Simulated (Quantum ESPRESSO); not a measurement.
Input of a Quantum ESPRESSO 7.5 run:

The input pw.in:

```
&CONTROL
  calculation = 'scf'
  prefix = 'pwscf'
  outdir = './tmp'
  pseudo_dir = './pseudo'
  tprnfor = .true.
  tstress = .true.
  disk_io = 'nowf'
/
&SYSTEM
  ibrav = 0
  nat = 1
  ntyp = 1
  ecutwfc = 45
  ecutrho = 360
  nbnd = 13
  occupations = 'smearing'
  smearing = 'mp'
  degauss = 0.00734986
/
&ELECTRONS
  conv_thr = 2d-10
  electron_maxstep = 120
  mixing_beta = 0.5
/
ATOMIC_SPECIES
Mo    95.9500 mo_pbe_v1.uspp.F.UPF
CELL_PARAMETERS angstrom
  -1.5600000000    1.5600000000    1.5600000000
   1.5600000000   -1.5600000000    1.5600000000
   1.5600000000    1.5600000000   -1.5600000000
ATOMIC_POSITIONS crystal
Mo     0.0000000000    0.0000000000    0.0000000000
K_POINTS automatic
18 18 18 0 0 0
```

Potentials or basis: GBRV 1.5 PBE.

Run with:

```console
$ OMP_NUM_THREADS=1 pw.x -in pw.in > pw.out
```

Problem. Predict the band gap on the k mesh.

Solution. None (metal or under the smearing width).

Problem. What does it give for the pressure?

Solution. 10.0 GPa.
